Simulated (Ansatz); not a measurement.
# CH7GeP: the cost of one run

All numbers are computed with Ansatz 0.2.0 through its Python package. The levels of theory stand in the script.

## 1. The system

Bond lengths: C1–Ge2 1.944 Å, Ge2–P3 2.285 Å, C1–H4 1.109 Å, C1–H5 1.109 Å, C1–H6 1.109 Å, Ge2–H7 1.550 Å, Ge2–H8 1.550 Å, P3–H9 1.453 Å, P3–H10 1.453 Å. Angles (14 of 15 angles, heavy atoms first): C1–Ge2–P3 109.3°, C1–Ge2–H7 109.4°, C1–Ge2–H8 109.4°, P3–Ge2–H7 109.5°, P3–Ge2–H8 109.5°, Ge2–C1–H4 109.5°, Ge2–C1–H5 109.4°, Ge2–C1–H6 109.4°, Ge2–P3–H9 93.7°, Ge2–P3–H10 93.7°, H7–Ge2–H8 109.7°, H4–C1–H5 109.5°, H4–C1–H6 109.5°, H5–C1–H6 109.5°.

ch7gep.xyz, read by the script:

```xyz
10

C    -1.13620    0.70830    0.04870
Ge   -0.07930   -0.91640    0.20020
P     2.10580   -0.44160   -0.26770
H    -2.19800    0.48090    0.27530
H    -0.75690    1.46320    0.76760
H    -1.05430    1.10650   -0.98350
H    -0.19100   -1.47130    1.64290
H    -0.60690   -1.97030   -0.80630
H     1.78360    0.31060   -1.46790
H     2.13330    0.73000    0.59070
```

## 2. The script

Contents of ch7gep.py:

```python
'''CH7GeP at several levels of theory.'''

from pathlib import Path
import warnings

import ansatz
import numpy as np

warnings.simplefilter('ignore', ansatz.DeckWarning)

mol = ansatz.Crystal.molecule_from_extxyz('ch7gep.xyz')

base = mol.calculation().basis(gaussian='def2-SVP')

print('functional    E (Ha)        dipole (D)   HOMO (eV)  LUMO (eV)')
for name in ['cam_b3lyp', 'lc_wpbe', 'revpbe', 'pbe0', 'r2scan0', 'hse06']:
    rep = base.functional(name).forces().orbitals().run(threads=1, runs_dir='runs').report
    lines = Path(rep['orbitals_path']).read_text().splitlines()
    field_of = lambda key: [line.split('=')[1].strip() for line in lines if line.startswith(key)]
    orbitals = [(27.211386 * float(e), s, float(n)) for e, s, n in zip(field_of('Ene='), field_of('Spin='), field_of('Occup='))]
    homo = max(e for e, _, n in orbitals if n > 0.5)
    lumo = min(e for e, _, n in orbitals if n < 0.5)
    dipole = 4.803205 * np.linalg.norm(rep['charge_distribution']['dipole_moment_e_ang'])
    print(f'{name:10s} {rep["free_energy_ev"] / 27.211386246:14.6f} {dipole:9.3f} {homo:11.3f} {lumo:10.3f}')
```

## 3. The run

The run is started by

```sh
> python ch7gep.py
```

**Question.** How long does this script take on 1 thread of Arm Neoverse V1, shared host, and how much memory does it need?

About 31 s, with a peak of 0.3 GiB.
